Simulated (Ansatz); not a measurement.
**ClH3Se3Si: geometry optimisation**

The task is to find a stationary geometry of ClH3Se3Si.

Computed with Ansatz 0.2.0, Gaussian basis. Level: RKS PBE0-D4/def2-TZVP.

Levels to be run: relaxation at PBE0-D4/def2-TZVP.

1 further run of the same task is left out (set aside as unsound or not needed).

## 1. Where the work starts

SMILES `Cl[Si]([SeH])([SeH])[SeH]`, 8 atoms, charge 0, spin multiplicity 1.

Atoms are counted from 1 here; the program's logs count them from 0.

Bond lengths: Cl1–Si2 2.019 Å, Si2–Se3 2.330 Å, Si2–Se4 2.315 Å, Si2–Se5 2.327 Å, Se3–H6 1.437 Å, Se4–H7 1.441 Å, Se5–H8 1.440 Å. Angles: Cl1–Si2–Se3 112.6°, Cl1–Si2–Se4 107.1°, Cl1–Si2–Se5 105.3°, Se3–Si2–Se4 108.0°, Se3–Si2–Se5 110.1°, Se4–Si2–Se5 113.9°, Si2–Se3–H6 94.2°, Si2–Se4–H7 94.2°, Si2–Se5–H8 94.7°.

The start is a GFN2-xTB geometry.

## 2. Optimising with PBE0-D4/def2-TZVP

in.yaml

```yaml
crystal:
  periodic: [false, false, false]
  atoms:
    - {symbol: Cl, position_ang: [-2.500250, -0.550000, -0.602850]}
    - {symbol: Si, position_ang: [-0.597630, -0.001510, -0.207950]}
    - {symbol: Se, position_ang: [-0.139610, 0.056870, 2.075940]}
    - {symbol: Se, position_ang: [-0.319570, 2.137440, -1.048190]}
    - {symbol: Se, position_ang: [0.730510, -1.603080, -1.250010]}
    - {symbol: H, position_ang: [-0.077370, -1.372450, 2.206340]}
    - {symbol: H, position_ang: [0.928500, 2.359850, -0.362760]}
    - {symbol: H, position_ang: [1.975440, -1.027100, -0.810520]}
basis:
  gaussian: {orbitals: def2-TZVP}
hamiltonian: {xc: pbe0, dispersion: d4}
relax: {f_tol: 0.005, max_steps: 150}
```

Run with:

```bash
ansatz run in.yaml --threads 2 --pin off --events-out ev --progress --plain --max-ram 32768MiB --backend cuda --devices 0, --max-vram 18GiB
```

Q: Predict the results of all the runs planned. Wanted: point group; shift from the start; total energy; dispersion term; dipole moment.

As calculated:

```
                  quantity            value
               point group               C1
                     steps               10
shift from the start (rms)          0.124 Å
              total energy  -216472.5505 eV
           dispersion term         -349 meV
             dipole moment           1.83 D
```

What this shows: The relaxed geometry lies 0.12 Å (rms) from the start; the bond that changed most is Si2–Se3, from 2.330 to 2.263 Å. No vibrations were run, so it is not proven to be a minimum. The largest Mulliken charge, +0.41 e, sits on Si2.
